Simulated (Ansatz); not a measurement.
# GaH6C2: the cost of one run

Method: DFT PBEsol, scalar-relativistic, plane waves, PAW, in Ansatz 0.2.0.

**1. The system as given**

Bond lengths: Ga1–C2 1.916 Å, C2–H3 1.134 Å, C2–H4 1.088 Å, C2–H5 1.063 Å, Ga1–C6 2.024 Å, C6–H7 1.076 Å, C6–H8 1.087 Å, C6–H9 1.089 Å. Angles: Ga1–C2–H3 112.4°, Ga1–C2–H4 109.5°, Ga1–C2–H5 113.3°, H3–C2–H4 106.5°, H3–C2–H5 106.1°, H4–C2–H5 108.6°, C2–Ga1–C6 121.0°, Ga1–C6–H7 109.2°, Ga1–C6–H8 107.2°, Ga1–C6–H9 107.5°, H7–C6–H8 113.8°, H7–C6–H9 111.7°, H8–C6–H9 107.1°.

Coordinates:

```xyz
9

Ga    7.5265    7.7351    7.0007
C     9.1872    7.7646    7.9553
H     9.0406    7.7232    9.0786
H     9.7763    6.8900    7.6877
H     9.7671    8.6352    7.7650
C     5.7572    7.7439    7.9837
H     4.9541    7.7679    7.2681
H     5.7440    6.8698    8.6300
H     5.7468    8.6203    8.6309
```

**2. Relaxing the molecule**

Input file input.yaml:

```yaml
crystal:
  lattice:
    - [15.0, 0.0, 0.0]
    - [0.0, 15.5, 0.0]
    - [0.0, 0.0, 16.0]
  atoms:
    - { symbol: Ga, position: [0.5017639711, 0.4990387734, 0.4375454681], spin: 1.0 }
    - { symbol: C, position: [0.6124829058, 0.5009447915, 0.4972037594] }
    - { symbol: H, position: [0.602709855, 0.4982710489, 0.567412112] }
    - { symbol: H, position: [0.6517542466, 0.4445136484, 0.4804824392] }
    - { symbol: H, position: [0.6511423901, 0.5571085467, 0.485310207] }
    - { symbol: C, position: [0.3838163023, 0.4996056485, 0.4989833598] }
    - { symbol: H, position: [0.3302744393, 0.5011550414, 0.4542535285] }
    - { symbol: H, position: [0.382933293, 0.4432155152, 0.5393777383] }
    - { symbol: H, position: [0.3831225967, 0.556146986, 0.5394313877] }
  symmetry: { detect: false }
basis:
  ecutwfc: 420
kpoints:
  mp_grid: { grid: [1, 1, 1] }
hamiltonian:
  xc: pbesol
scf:
  occupations: { method: gaussian, width: 0.005 }
output:
  forces: true
  eigenvalues: true
  populations: true
magnetization:
  spin_polarized: true
relax:
  adjacent_minimum: "off"
  f_tol: 0.01
  max_steps: 80
```

What time and memory should one allow on 4 threads of an Arm CPU, shared host?

About 45 s, with a peak of 2.3 GiB.
